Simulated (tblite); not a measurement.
# C5H11NOSi3: the cost of one run

The runs use tblite 0.8.0 and PySCF 2.14.0, with density-fitted response routines of our own; the level of theory stands in each step. All values are computed, except where a source is named. Atoms count from 0, in the outputs and in this text.

## 1. The molecule as given

21 atoms, charge 0, multiplicity 1; geometry from: force field or distance geometry start.

Bonds of the start (Å): C0–C1 1.32, C1–C2 1.48, C1–O3 1.41, O3–Si4 1.73, Si4–Si5 2.21, Si5–C6 1.89, C6–Si7 1.87, Si7–C8 1.80, C8–N9 1.16, Si7–Si4 2.21, C0–H10 1.08, C0–H11 1.08, C2–H12 1.10, C2–H13 1.11, C2–H14 1.11, Si4–H15 1.47, Si5–H16 1.48, Si5–H17 1.45, C6–H18 1.12, C6–H19 1.11, Si7–H20 1.47.

## 2. Relaxing the molecule with GFN2-xTB

What the job is given:

```
{"job": {"kind": "relax", "xc": "GFN2-xTB", "basis": "xTB"}, "charge": 0, "multiplicity": 1}
C     -1.186400     0.795500    -2.273000
C     -1.917900     0.683500    -1.177600
C     -3.198800     1.382400    -0.955900
O     -1.368900    -0.164200    -0.194500
Si     0.341800    -0.070100     0.023000
Si     1.510300    -1.923200    -0.282500
C      2.461700    -1.468500     1.286000
Si     1.143100    -0.397700     2.058800
C      1.788200     1.137800     2.754000
N      2.177700     2.124700     3.217700
H     -1.477700     1.407800    -3.115200
H     -0.259800     0.252200    -2.362900
H     -3.905300     1.056400    -1.727700
H     -2.994300     2.473000    -1.009500
H     -3.621100     1.079400     0.026200
H      0.901900     1.157000    -0.554700
H      2.410900    -1.853200    -1.453500
H      0.829200    -3.195500    -0.129000
H      2.682900    -2.397400     1.864400
H      3.370300    -0.881900     1.031200
H      0.303300    -1.180800     2.974400
```

Started as:

```sh
$ OMP_NUM_THREADS=1 python probes_run.py task.json out
```

One launch serves the whole session: the jobs run in the order shown.

Q: Estimate the wall time and peak memory of this first job on 1 thread of Arm Neoverse N1, shared host.

About 3.9 s, with a peak of 0.18 GiB.
